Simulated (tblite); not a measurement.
# C5H10N2OSi2: the cost of one run

Programs: tblite 0.8.0 and PySCF 2.14.0, with density-fitted response routines of our own. Each step states its level of theory. These are calculated values for one molecule in the gas phase, unless marked as measured. Atoms count from 0, in the outputs and in this text.

## 1. The molecule as given

20 atoms, charge 0, multiplicity 1; geometry from: force field or distance geometry start.

Bonds of the start (Å): N0–C1 1.41, C1–O2 1.26, C1–C3 1.49, C3–C4 1.31, C4–Si5 1.87, Si5–N6 1.77, N6–Si7 1.81, Si5–C8 1.85, C8–C9 1.30, C9–C3 1.42, N0–H10 1.05, N0–H11 1.05, C4–H12 1.07, Si5–H13 1.45, N6–H14 1.05, Si7–H15 1.48, Si7–H16 1.45, Si7–H17 1.48, C8–H18 1.08, C9–H19 1.12.

## 2. Geometry optimisation with GFN2-xTB

What the job is given:

```
{"job": {"kind": "relax", "xc": "GFN2-xTB", "basis": "xTB"}, "charge": 0, "multiplicity": 1}
N      3.238600     1.307000    -1.040500
C      2.943200    -0.008500    -0.621400
O      3.875300    -0.860500    -0.643900
C      1.573800    -0.346100    -0.144100
C      0.646400     0.582700    -0.114700
Si    -0.911200    -0.222500     0.524600
N     -2.203700    -0.266700    -0.679800
Si    -3.540500     0.856500    -0.214200
C     -0.020600    -1.838900     0.706300
C      1.207300    -1.643000     0.310500
H      2.710100     1.794600    -1.806200
H      4.013600     1.817700    -0.539300
H      0.658300     1.612500    -0.387300
H     -1.295700     0.325200     1.808200
H     -2.607500    -1.234700    -0.783700
H     -3.462100     1.208300     1.224300
H     -3.491400     2.056200    -1.030800
H     -4.809400     0.121500    -0.394100
H     -0.460300    -2.751100     1.075300
H      1.930500    -2.499500     0.338100
```

Launch:

```bash
OMP_NUM_THREADS=1 python probes_run.py task.json out
```

This one command runs all jobs of the session in turn.

Q: Estimate the wall time of this first job on 1 thread of Arm Neoverse N1, shared host.

About 2.3 s.
